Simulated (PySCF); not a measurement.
# GeS (SMILES [S+]#[Ge-]) at FCI/STO-6G

Aim: the vertical ionisation energy of GeS at FCI/STO-6G, from 2 runs. Input form: a Python script.

The calculation is run with PySCF 2.14.0.

12 further runs of the same task are left out: 5 that didn't finish, 7 set aside as unsound or not needed.

### 1 The molecule

GeS: 2 atoms, total charge 0, spin state singlet. As SMILES, `[S+]#[Ge-]`. Geometry: the measured bond length.

Bond lengths: S1–Ge2 2.012 Å.

### 2 The energy at FCI/STO-6G

Contents of run.py:

```python
from pyscf import gto, scf, mcscf
from pyscf import fci

mol = gto.M(
    atom='S 0.000000 0.000000 0.000000; Ge 0.000000 0.000000 2.012086',
    charge=0,
    max_memory=1860,
    verbose=3,
    basis='sto-6g',
)

hf = scf.RHF(mol)
hf.conv_tol = 1e-10
hf.kernel()
if not hf.converged:
    hf = hf.newton().run(hf.mo_coeff, hf.mo_occ)

cas = mcscf.CASCI(hf, hf.mo_coeff.shape[-1] - 14, (mol.nelec[0] - 14, mol.nelec[1] - 14))  # full CI above the frozen core
cas.fcisolver = fci.direct_spin0.FCI(mol)  # even spin states alone
cas.kernel()
print('<S^2> = %.4f' % cas.fcisolver.spin_square(cas.ci, cas.ncas, cas.nelecas)[0])
etot = cas.e_tot
print('Final energy', etot)
```

The run is started by

```console
OMP_NUM_THREADS=1 python run.py
```

Standard output:

```text
converged SCF energy = -2460.41466271926
CASCI E = -2460.52320483305  E(CI) = -123.059620159895  S^2 = 0.0000000
<S^2> = 0.0000
Final energy -2460.5232048330518
```

Run time: 2.9 s. Hardware: 1 thread of Arm Neoverse V1, shared host; peak memory 0.14 GiB.

### 3 The doublet cation at the same level

Contents of input.py:

```python
from pyscf import gto, mcscf

system = gto.Mole()
system.atom = '''
S    0.000000   0.000000   0.000000
Ge   0.000000   0.000000   2.012086
'''
system.spin = 1
system.charge = 1
system.verbose = 3
system.max_memory = 1860
system.basis = 'sto-6g'
system.build()

mf = system.ROHF()
mf.conv_tol = 1e-10
mf.kernel()
if not mf.converged:
    mf = mf.newton().run(mf.mo_coeff, mf.mo_occ)

cas = mcscf.CASCI(mf, mf.mo_coeff.shape[-1] - 14, (system.nelec[0] - 14, system.nelec[1] - 14))  # full CI above the frozen core
cas.fix_spin_(ss=0.75)
cas.kernel()
etot = cas.e_tot
print('Final energy', etot)
```

The run is started by

```console
OMP_NUM_THREADS=1 python input.py
```

Standard output:

```text
converged SCF energy = -2460.17717272938
CASCI E = -2460.30387228440  E(CI) = -122.817650996787  S^2 = 0.7500000
Final energy -2460.3038722844008
```

Run time: 9.3 s. Hardware: 1 thread of Arm Neoverse V1, shared host; peak memory 0.16 GiB.

### 4 What came out

At FCI/STO-6G, 14 core orbitals frozen:

```
                                                    quantity           value
                                   singlet GeS: total energy  -2460.52320 Eh
           singlet GeS: dipole moment (Hartree–Fock density)          1.22 D
            singlet GeS: HOMO energy (Hartree–Fock orbitals)        -6.47 eV
            singlet GeS: LUMO energy (Hartree–Fock orbitals)         5.37 eV
          singlet GeS: HOMO–LUMO gap (Hartree–Fock orbitals)        11.84 eV
   singlet GeS: correlation energy (14 core orbitals frozen)      -108.5 mEh
                                doublet cation: total energy  -2460.30387 Eh
doublet cation: correlation energy (14 core orbitals frozen)      -126.7 mEh
          vertical ionisation energy (to the doublet cation)        5.968 eV
```

**Reading.** Removing an electron at fixed nuclei costs 5.97 eV (138 kcal/mol). In a minimal basis such a difference can be off by several eV, whatever the method.
